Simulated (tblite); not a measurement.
# C2H11NSeSi4: the cost of one run

The runs use tblite 0.8.0 and PySCF 2.14.0, with density-fitted response routines of our own; the level of theory stands in each step. All values are computed, except where a source is named. Atoms count from 0, in the outputs and in this text.

### Step 1. The starting structure

19 atoms, charge 0, multiplicity 1; geometry from: force field or distance geometry start.

Bonds of the start (Å): Si0–N1 1.80, N1–Si2 1.77, N1–Si3 1.78, Si3–C4 1.81, C4–C5 1.27, C5–Si6 1.82, Si6–Se7 2.30, Se7–Si3 2.31, Si0–H8 1.48, Si0–H9 1.47, Si0–H10 1.45, Si2–H11 1.46, Si2–H12 1.49, Si2–H13 1.47, Si3–H14 1.46, C4–H15 1.14, C5–H16 1.15, Si6–H17 1.46, Si6–H18 1.47.

### Step 2. Geometry optimisation with GFN2-xTB

Job settings and geometry (Å):

```
{"job": {"kind": "relax", "xc": "GFN2-xTB", "basis": "xTB"}, "charge": 0, "multiplicity": 1}
Si    -1.507000    -1.272900     1.360500
N     -1.344500    -0.774300    -0.365700
Si    -2.780900     0.204400    -0.725200
Si     0.042600     0.311700    -0.620300
C      1.578100    -0.521200    -1.106500
C      2.714400    -0.185100    -0.659300
Si     2.933200     1.158800     0.545500
Se     0.789400     1.200900     1.378400
H     -2.872900    -1.791800     1.566900
H     -1.335300    -0.123400     2.252500
H     -0.588400    -2.322900     1.751400
H     -3.402000    -0.295900    -1.943700
H     -2.435400     1.629900    -0.959700
H     -3.711600     0.243700     0.409700
H     -0.328600     1.363400    -1.562400
H      1.501100    -1.374300    -1.863200
H      3.659800    -0.737200    -1.006500
H      3.200700     2.443600    -0.089500
H      3.877300     0.851800     1.629600
```

Started as:

```console
$ OMP_NUM_THREADS=1 python probes_run.py task.json out
```

This one command runs all jobs of the session in turn.

**Question.** How long does this first job take on 1 thread of Arm Neoverse N1, shared host, and how much memory does it need?

About 4.2 s, with a peak of 0.18 GiB.
